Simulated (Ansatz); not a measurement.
I need a rigid scan of one bond angle of H4O2Sn, SMILES [OH][SnH2][OH]. Use Ansatz 0.2.0, Python API. Use (for the species named): B3LYP, def2-SVP basis, multiplicity 1.

```yaml
atoms:
  - { symbol: O, position_ang: [-1.2849, -0.8812, -0.6560] }
  - { symbol: Sn, position_ang: [0.0118, 0.3133, 0.2125] }
  - { symbol: O, position_ang: [1.5622, -0.7725, 0.6906] }
  - { symbol: H, position_ang: [-2.0041, -0.2112, -0.8908] }
  - { symbol: H, position_ang: [0.5058, 1.5799, -0.9048] }
  - { symbol: H, position_ang: [-0.6770, 1.0411, 1.6551] }
  - { symbol: H, position_ang: [1.9474, -1.1375, -0.1523] }
```

Script `h4o2sn.py`:
```python
# -*- coding: utf-8 -*-
"""Energy of H4O2Sn against one bond angle."""

from dataclasses import dataclass

import ansatz as az
from ase import Atoms


@dataclass(frozen=True)
class Settings:
    basis_set: str = "def2-SVP"
    xc: str = "b3lyp"
    force_tol: float = 0.02


settings = Settings()

atoms = Atoms(["O", "Sn", "O", "H", "H", "H", "H"], positions=[
    (-1.2849, -0.8812, -0.656),
    (0.0118, 0.3133, 0.2125),
    (1.5622, -0.7725, 0.6906),
    (-2.0041, -0.2112, -0.8908),
    (0.5058, 1.5799, -0.9048),
    (-0.677, 1.0411, 1.6551),
    (1.9474, -1.1375, -0.1523),
])

# start the scan from a relaxed geometry
first = (
    az.Crystal.molecule_from_ase(atoms).calculation()
    .basis(gaussian=settings.basis_set)  # the orbital basis, by name
    .functional(settings.xc)
    .relax(force_tolerance=settings.force_tol, max_steps=80)  # relax until the tolerances are met
)
atoms.positions = first.run().report["positions_ang"]

rows = []
for angle in [85, 95, 105, 115, 125, 140, 160]:
    bent = atoms.copy()
    bent.set_angle(1, 0, 3, angle, indices=[3])
    job = (
        az.Crystal.molecule_from_ase(bent).calculation()
        .basis(gaussian=settings.basis_set)  # atom-centred Gaussian functions
        .functional(settings.xc)
    )
    rows.append((angle, job.run().report["free_energy_ev"]))
floor = min(e for _, e in rows)
for angle, e in rows:
    print(f"angle Sn1-O0-H3 = {angle:3d} deg   {1000 * (e - floor):9.1f} meV")
```

```console
$ python h4o2sn.py
angle Sn1-O0-H3 =  85 deg       339.2 meV
angle Sn1-O0-H3 =  95 deg       121.3 meV
angle Sn1-O0-H3 = 105 deg        17.3 meV
angle Sn1-O0-H3 = 115 deg         0.0 meV
angle Sn1-O0-H3 = 125 deg        46.4 meV
angle Sn1-O0-H3 = 140 deg       189.9 meV
angle Sn1-O0-H3 = 160 deg       411.7 meV
```

The scan is rigid, and the energies are electronic, in a modest basis. The zero is the lowest point of the grid, which needn't be the minimum. def2 sets replace the cores of elements past krypton by effective core potentials. b3lyp holds the VWN-RPA fit, as in Gaussian; the form of ORCA and Turbomole is b3lyp5. It ran for 64 s on 1 thread of Arm Neoverse V2, with other jobs on the host, peak memory 0.24 GiB.

(A comment or docstring line of the script was reworded after the run, the code is as it ran; lines on the test bed's own set-up are left out of the output.)
